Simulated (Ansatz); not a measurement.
# CH3BOS2: how energies converge with the basis set

An exercise on one series of results from a longer session: the logs are not shown, and one member is left open.

Program: Ansatz 0.2.0, Gaussian basis. Level of theory: one geometry, several basis sets. These are calculated values, not measurements.

Plan: PBE0-D4/def2-SVP; ωB97M-V/def2-SVP; PBE0-D4/def2-QZVPP; ωB97M-V/def2-QZVPP; the functionals' def2-TZVPP values are taken from earlier runs.

**The relaxed structure**

The geometry comes from an earlier relaxation with PBE0-D4 in a triple-zeta def2 set; it is a stationary point, not always the lowest conformer.

SMILES `B1OCSS1`, 8 atoms, charge 0, spin multiplicity 1.

Atoms are counted from 1 here; the program's logs count them from 0.

Bond lengths: B1–O2 1.354 Å, B1–S5 1.804 Å, B1–H6 1.189 Å, O2–C3 1.411 Å, C3–S4 1.812 Å, C3–H7 1.094 Å, C3–H8 1.091 Å, S4–S5 2.082 Å. Angles: O2–B1–S5 116.8°, O2–B1–H6 121.2°, S5–B1–H6 122.0°, B1–O2–C3 116.2°, O2–C3–S4 110.2°, O2–C3–H7 108.6°, O2–C3–H8 109.6°, S4–C3–H7 110.5°, S4–C3–H8 107.6°, H7–C3–H8 110.3°, C3–S4–S5 92.7°, B1–S5–S4 92.0°.

Set-up of the first run:

The input, in.yaml:

```yaml
crystal:
  periodic: [false, false, false]
  atoms:
    - {symbol: B, position_ang: [-0.441106, 1.229603, -0.204456]}
    - {symbol: O, position_ang: [0.081774, 0.498132, 0.807459]}
    - {symbol: C, position_ang: [0.344471, -0.859357, 0.524734]}
    - {symbol: S, position_ang: [0.829127, -1.055930, -1.209978]}
    - {symbol: S, position_ang: [-0.438625, 0.470521, -1.841234]}
    - {symbol: H, position_ang: [-0.901787, 2.308646, -0.011497]}
    - {symbol: H, position_ang: [-0.556497, -1.441202, 0.738869]}
    - {symbol: H, position_ang: [1.174643, -1.207412, 1.140404]}
basis:
  gaussian: {orbitals: def2-SVP}
hamiltonian: {xc: pbe0, dispersion: d4}
output: {orbitals: {seedname: orbitals}}
```

On the command line:

```
ansatz run in.yaml --threads 2 --pin off --events-out ev --progress --plain --max-ram 4352MiB
```

Steps of the session up to this table: PBE0-D4 in def2-SVP; ωB97M-V in def2-SVP; PBE0-D4 in def2-QZVPP; ωB97M-V in def2-QZVPP.

One table of the session follows, with a row left open; its other results are not shown here.

It belongs to the step «Density functionals: the series». 

```
functional       basis  HOMO (eV)
   PBE0-D4    def2-SVP      -6.50
   PBE0-D4  def2-TZVPP      -6.54
   PBE0-D4  def2-QZVPP      -6.57
   ωB97M-V    def2-SVP      -8.61
   ωB97M-V  def2-TZVPP          ?
   ωB97M-V  def2-QZVPP      -8.71
```

**Question.** Estimate the row for ωB97M-V, def2-TZVPP.

**Answer.** HOMO (eV): -8.67. In the column «HOMO (eV)» it lies between ωB97M-V, def2-QZVPP (-8.71) and ωB97M-V, def2-SVP (-8.61).
